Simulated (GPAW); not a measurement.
# HfGe in GPAW: the effect of functional

HfGe:

```
CELL_PARAMETERS angstrom
3.50084 0.00000 0.00000
0.00000 3.50084 0.00000
0.00000 0.00000 3.50084
ATOMIC_POSITIONS crystal
Hf 0.00000 0.00000 0.00000
Ge 0.50000 0.50000 0.50000
```

The cell was built by a generator and needn't be a form met in nature.

Alike in all runs:

```yaml
Program: GPAW 26.7.0
Task: elastic constants
Cutoff: 600 eV
Basis: pw
k_mesh: 7 × 7 × 7
Occupations: fermi-dirac, width 0.05 eV
Spin: no spin polarisation
```

Each run relaxes the cell or the atoms first.

```csv
functional,potentials or basis,relaxed volume (Å³/atom)
LDA,the program's PAW data sets (release 1.2.1) made for this functional,17.60
PBEsol,PAW data sets generated in the run's folder for this functional,18.12
PBE,GPAW PAW data sets (gpaw-data 1.2.1),?
r2SCAN,GPAW PAW data sets (gpaw-data 1.2.1),18.50
RPBE,the program's PAW data sets (release 1.2.1) made for this functional,19.27
```

**Question.** What does the run with functional PBE give?

**Answer.** Relaxed volume 18.84 Å³/atom.

Caveats: the density grid can change from cell to cell, which puts small steps into energies and stress; the elastic tensor has a negative eigenvalue, so either the cell is unstable as it stands or the mesh is too thin; the volume moved by over 15 % at a fixed basis, so the end points are rough (some runs); the PAW data sets were made with another functional, which shifts forces and pressure a little (some runs).
